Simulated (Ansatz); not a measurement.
# CH₇SbSi: one species, many functionals

The task here is to estimate one member of a computed series from the others.

Computed with Ansatz 0.2.0, Gaussian basis. Level: functionals in def2-TZVPP.

The runs, in order: LDA (SPW92), PBE-D4, revPBE-D4, BLYP-D4, r2SCAN-D4, B97M-V, PBE0-D4, B3LYP-D4, r2SCANh-D4, r2SCAN0-D4, HSE06-D4.

## The geometry

An earlier PBE0-D4 in a triple-zeta def2 set relaxation fixed the geometry. Sb takes the def2 core potential; no spin-orbit term is included.

SMILES `[CH3][SbH][SiH3]`, 10 atoms, charge 0, spin multiplicity 1.

Atoms are counted from 1 here; the program's logs count them from 0.

Bond lengths: C1–Sb2 2.169 Å, C1–H4 1.088 Å, C1–H5 1.090 Å, C1–H6 1.090 Å, Sb2–Si3 2.571 Å, Sb2–H7 1.712 Å, Si3–H8 1.487 Å, Si3–H9 1.489 Å, Si3–H10 1.489 Å. Angles: Sb2–C1–H4 111.2°, Sb2–C1–H5 108.5°, Sb2–C1–H6 108.6°, H4–C1–H5 109.7°, H4–C1–H6 109.8°, H5–C1–H6 109.0°, C1–Sb2–Si3 93.8°, C1–Sb2–H7 94.3°, Si3–Sb2–H7 90.6°, Sb2–Si3–H8 110.3°, Sb2–Si3–H9 109.1°, Sb2–Si3–H10 111.8°, H8–Si3–H9 108.4°, H8–Si3–H10 109.0°, H9–Si3–H10 108.3°.

Set-up of the first run:

File in.yaml:

```yaml
crystal:
  periodic: [false, false, false]
  atoms:
    - {symbol: C, position_ang: [-0.973403, 1.240859, -0.736081]}
    - {symbol: Sb, position_ang: [-0.667203, -0.893588, -0.971156]}
    - {symbol: Si, position_ang: [0.816725, -1.083587, 1.119352]}
    - {symbol: H, position_ang: [-0.036479, 1.751024, -0.521531]}
    - {symbol: H, position_ang: [-1.675717, 1.401781, 0.081707]}
    - {symbol: H, position_ang: [-1.405132, 1.633057, -1.656398]}
    - {symbol: H, position_ang: [0.718025, -0.717347, -1.961558]}
    - {symbol: H, position_ang: [1.537969, -2.384488, 1.122521]}
    - {symbol: H, position_ang: [-0.042658, -1.020660, 2.333198]}
    - {symbol: H, position_ang: [1.810973, 0.021750, 1.192945]}
basis:
  gaussian: {orbitals: def2-TZVPP}
hamiltonian: {xc: lda}
output: {orbitals: {seedname: orbitals}}
```

Run with:

```bash
ansatz run in.yaml --threads 2 --pin off --events-out ev --progress --plain --max-ram 20480MiB --backend cpu
```

Among the steps run: LDA; PBE-D4 (GGA); revPBE-D4 (GGA); BLYP-D4 (GGA); r2SCAN-D4 (meta-GGA); B97M-V (meta-GGA); B3LYP-D4 (hybrid); r2SCANh-D4 (hybrid); r2SCAN0-D4 (hybrid); HSE06-D4 (hybrid).

One table of the session follows, with a row left open; its other results are not shown here.

| functional | HOMO (eV) | LUMO (eV) | gap (eV) |
| --- | --- | --- | --- |
| LDA (SPW92) | -6.05 | -1.36 | 4.69 |
| PBE-D4 | -5.92 | -1.20 | 4.72 |
| revPBE-D4 | -5.87 | -1.12 | 4.75 |
| BLYP-D4 | -5.78 | -1.10 | 4.67 |
| r2SCAN-D4 | -6.13 | -0.93 | 5.20 |
| B97M-V | -6.13 | -1.13 | 5.00 |
| PBE0-D4 | -6.87 | -0.46 | 6.41 |
| B3LYP-D4 | -6.69 | -0.68 | 6.02 |
| r2SCANh-D4 | ? | ? | ? |
| r2SCAN0-D4 | -7.01 | -0.29 | 6.72 |
| HSE06-D4 | -6.48 | -0.82 | 5.66 |

**Question.** Estimate the row for r2SCANh-D4.

Worked estimate for «HOMO (eV)». Against the share of exact exchange, r2SCAN-D4 (0, -6.13), r2SCAN0-D4 (0.25, -7.01) give a slope of -3.52 per unit share; at 0.1 the line stands at -6.48.

**Answer.** HOMO (eV): -6.48; LUMO (eV): -0.67; gap (eV): 5.81. In «HOMO (eV)» the line misses by 0.00.
